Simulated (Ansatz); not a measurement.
This script drives Ansatz 0.2.0 through its Python package.

The script, `run_edit.py`:
```python
import ansatz as az


def main() -> None:
    lattice = az.Lattice.of(
        (1.7, 0.981495, 6.383333),
        (-1.7, 0.981495, 6.383333),
        (0.0, -1.962991, 6.383333),
    )
    sites = [
        ("Rb", (0.0, 0.0, 0.0)),
        ("Lu", (0.5, 0.5, 0.5)),
        ("O", (0.223, 0.223, 0.223)),
        ("O", (0.777, 0.777, 0.777)),
    ]
    rbluo2 = az.Crystal(lattice=lattice)
    for symbol, position in sites:
        rbluo2 = rbluo2.atom(symbol, position)

    setup = rbluo2.calculation()
    setup = setup.functional("r2SCAN")
    setup = setup.pseudopotentials("paw")
    setup = setup.basis(530)
    setup = setup.kpoints(6, 6, 6)
    setup = setup.occupations("fixed")
    setup = setup.band_table()
    typed = setup.input()
    rows = []
    for value in [2, 5, 10]:
        edited = typed.set(az.key.scf.mixing.ndim, value)
        data = az.Session.from_dict(edited).plan().execute().report
        rows.append((value, data["free_energy_ev"], data["n_iterations"], len(data["eigenvalues_ev"][0]) if "eigenvalues_ev" in data else 0))
    lines = [",".join(["history", "F eV", "iterations", "bands listed"])] + [",".join(f"{v:.4f}" if isinstance(v, float) else str(v) for v in row) for row in rows]
    print("\n".join(lines))
    with open("edit.csv", "w") as handle:
        handle.write("\n".join(lines) + "\n")


if __name__ == "__main__":
    main()
```

It is started by `python run_edit.py`. Estimate its wall time and peak memory on 1 thread of Arm Neoverse V2 (shared host).

It took about 27 s, with a peak of 0.56 GiB, for 3 runs of the engine.

```console
$ python run_edit.py
history,F eV,iterations,bands listed
2,-19165.4403,14,27
5,-19165.4403,9,27
10,-19165.4403,8,27
```

Total energies depend on the potentials; only differences at equal settings carry meaning. A total without «per atom» is that of the cell as typed. The structure is a deposited one; some such entries were measured under pressure or heat, so a shift against it needn't be the functional's error alone.
